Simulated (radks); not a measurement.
**Valence configurations of V**

One table from this session's results is given with a row withheld; the runs are named, their logs left out.

Program: radks (a radial shooting solver on a logarithmic mesh, Libxc functionals) version 1. Level of theory: Dirac Kohn-Sham, PBE, spin-unpolarised, spherical densities, point nucleus; open shells fill j = l - 1/2 first. These are calculated values, not measurements, unless marked.

### The atom as given

```
element       : vanadium (Z = 23)
charge        : 0
electrons     : 23
configuration : [Ar] 3d3 4s2
others tried  : 3d3 4s1.5 4p0.5; 3d3 4s1 4p1; 3d2 4s2 4p1; 3d1 4s1 4p3; 3d3.5 4s1.5; 3d3.5 4s1 4p0.5; 3d2.5 4s1.5 4p1; 3d1 4s2 4p2; 4s2 4p3
```

The first run:

Settings of this run:

```text
Z 23
configuration [Ar] 3d3 4s2
relativity Dirac
functional pbe,pbe
spin unpolarised
j_filling energy
nucleus point
c 137.035999084
```

Among the steps run: [Ar] 3d3 4s2.

One table of the session follows, with a row left open; its other results are not shown here.

It belongs to the step «[Ar] 3d3 4s2». Radial moments (bohr):

```
level     <r>  outermost maximum (interpolated)  90 % within  nodes
2p1/2       ?                                 ?            ?      ?
2p3/2  0.2750                             0.209        0.452      0
3s1/2  0.9485                             0.820         1.42      2
3p1/2   1.011                             0.841         1.56      1
3p3/2   1.020                             0.847         1.57      1
3d3/2   1.447                             0.891         2.58      0
3d5/2   1.453                             0.894         2.59      0
4s1/2   3.352                              2.76         5.08      3
```

Estimate the missing values for 2p1/2.

The run gave: <r>: 0.2722; outermost maximum (interpolated): 0.207; 90 % within: 0.448; nodes: 0. In the column «<r>» it is the lowest.
